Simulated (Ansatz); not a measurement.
# TiSn2Te3: the cost of one run

Method: DFT PBE, scalar-relativistic, plane waves, PAW, in Ansatz 0.2.0.

**1. The system as given**

The structure is hexagonal, space group P6/mmm (No. 191). The conventional cell has a = 4.750 Å, b = 4.750 Å, c = 10.206 Å, α = 90.00°, β = 90.00°, γ = 120.00°. Around Ti (site symmetry 6/mmm) lie 6 Sn at 2.74 Å. Sn (site symmetry -6m2) has 3 Sn at 2.74 Å and 3 Ti at 2.74 Å as nearest neighbours. Te (site symmetry -6m2) has 6 Te at 2.74 Å as nearest neighbours. Te (site symmetry 6/mmm) is surrounded by 6 Te at 2.74 Å.

Coordinates:

```
CELL_PARAMETERS angstrom
4.75004 0.00000 0.00000
-2.37502 4.11365 0.00000
0.00000 0.00000 10.20587
ATOMIC_POSITIONS crystal
Ti 0.00000 0.00000 0.00000
Sn 0.33333 0.66667 0.00000
Sn 0.66667 0.33333 0.00000
Te 0.33333 0.66667 0.50000
Te 0.66667 0.33333 0.50000
Te 0.00000 0.00000 0.50000
```

The cell is invented: random cell by space group and Wyckoff sites (P6/mmm, No. 191). The dimensions are guesses.

**2. Probe: one point on a coarse mesh**

File input.yaml:

```yaml
crystal:
  lattice:
    - [4.75003759, 0.0, 0.0]
    - [-2.3750188, 4.11365322, 0.0]
    - [0.0, 0.0, 10.20587373]
  atoms:
    - { symbol: Ti, position: [0.0, 0.0, 0.0] }
    - { symbol: Sn, position: [0.33333333, 0.66666667, 0.0] }
    - { symbol: Sn, position: [0.66666667, 0.33333333, 0.0] }
    - { symbol: Te, position: [0.33333333, 0.66666667, 0.5] }
    - { symbol: Te, position: [0.66666667, 0.33333333, 0.5] }
    - { symbol: Te, position: [0.0, 0.0, 0.5] }
basis:
  ecutwfc: 420
kpoints:
  mp_grid: { grid: [6, 6, 2] }
hamiltonian:
  xc: pbe
scf:
  occupations: { method: gaussian, width: 0.1 }
  lower_state_search: "off"
output:
  forces: true
  stress: true
  eigenvalues: true
```

Started as:

```
$ ansatz run input.yaml --threads 1 --pin off --max-ram 2560MiB --backend cpu --events-out ev --progress --plain --runs-dir out
```

What time and memory should one allow on 1 thread of AMD EPYC 9R45 (Zen 5), shared host?

About 4.5 s, with a peak of 0.55 GiB.
